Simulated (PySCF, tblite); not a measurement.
# C6H13OPS: geometry, infrared bands and NMR shifts

Wanted: the infrared bands and NMR shifts of C6H13OPS (`CCP1(=O)CCSCC1`), by calculation.

Programs: tblite 0.8.0 and PySCF 2.14.0, with density-fitted response routines of our own. Each step states its level of theory. These are calculated values for one molecule in the gas phase, unless marked as measured. Atoms count from 0, in the outputs and in this text.

**1. The starting structure**

22 atoms, charge 0, multiplicity 1; geometry from: force field or distance geometry start.

Bonds of the start (Å): C0–C1 1.52, C1–P2 1.77, P2–O3 1.51, P2–C4 1.79, C4–C5 1.52, C5–S6 1.82, S6–C7 1.82, C7–C8 1.52, C8–P2 1.79, C0–H9 1.10, C0–H10 1.08, C0–H11 1.09, C1–H12 1.11, C1–H13 1.10, C4–H14 1.09, C4–H15 1.09, C5–H16 1.09, C5–H17 1.10, C7–H18 1.09, C7–H19 1.09, C8–H20 1.10, C8–H21 1.10.

**2. Geometry optimisation with GFN2-xTB**

Job settings and geometry (Å):

```
{"job": {"kind": "relax", "xc": "GFN2-xTB", "basis": "xTB"}, "charge": 0, "multiplicity": 1}
C      2.943700     0.426200    -0.344300
C      1.836400    -0.489300     0.146000
P      0.275600    -0.268100    -0.659600
O      0.348500    -0.363600    -2.167300
C     -0.833700    -1.478000     0.063800
C     -2.282600    -1.246300    -0.344200
S     -2.906900     0.317500     0.357400
C     -1.821600     1.506900    -0.498900
C     -0.371000     1.303700    -0.108200
H      2.659800     1.475100    -0.175500
H      3.872700     0.228300     0.176700
H      3.093700     0.287200    -1.414900
H      1.704500    -0.349500     1.243800
H      2.162000    -1.532800     0.005200
H     -0.731500    -1.467100     1.149700
H     -0.520500    -2.466800    -0.274900
H     -2.389200    -1.213800    -1.426500
H     -2.903000    -2.065500     0.039200
H     -1.965400     1.390300    -1.576900
H     -2.148500     2.512100    -0.223400
H     -0.258500     1.407200     0.980500
H      0.225200     2.105600    -0.559700
```

The run is started by

```console
$ OMP_NUM_THREADS=1 python probes_run.py task.json out
```

This one command runs all jobs of the session in turn.

**Question.** This job is followed by: GFN2-xTB harmonic vibrations, gas phase; GIAO PBE0/pcSseg-1 NMR shielding, non-relativistic, gas phase. Predict these results of the whole session: strongest single infrared mode (GFN2-xTB); zero-point energy (GFN2-xTB); 13C shifts against TMS (PBE0/pcSseg-1, means over atoms taken as alike); 1H shifts against TMS (PBE0/pcSseg-1, means over atoms taken as alike); 31P shifts against H3PO4 (PBE0/pcSseg-1); 17O shifts against H2O (PBE0/pcSseg-1); 33S shifts against CS2 (PBE0/pcSseg-1).

As calculated:

```
                                                               quantity                                   value
                              strongest single infrared mode (GFN2-xTB)                   1275 cm⁻¹, 177 km/mol
                                           zero-point energy (GFN2-xTB)                          113.4 kcal/mol
13C shifts against TMS (PBE0/pcSseg-1, means over atoms taken as alike)               35.6, 31.4, 29.3, 6.1 ppm
 1H shifts against TMS (PBE0/pcSseg-1, means over atoms taken as alike)  3.53, 2.61, 2.03, 1.41, 1.33, 1.27 ppm
                               31P shifts against H3PO4 (PBE0/pcSseg-1)                                 7.4 ppm
                                 17O shifts against H2O (PBE0/pcSseg-1)                                77.7 ppm
                                 33S shifts against CS2 (PBE0/pcSseg-1)                                  26 ppm
```

What this shows: The optimisation took 57 steps and gained 0.250 eV; among the close pairs (by a distance rule), C1–P2 changed most, from 1.770 to 1.841 Å. All 60 modes are real, so the xTB geometry is a minimum. The strongest single mode, at 1275 cm⁻¹, is spread over many atoms; the largest shares are those of O3, P2. GFN2-xTB is a fitted tight-binding method: band positions and strengths are rough. Its intensities can rank the bands wrongly. At PBE0/pcSseg-1: The largest span, 245 ppm, is at P2, where the paramagnetic term is -655 ppm.
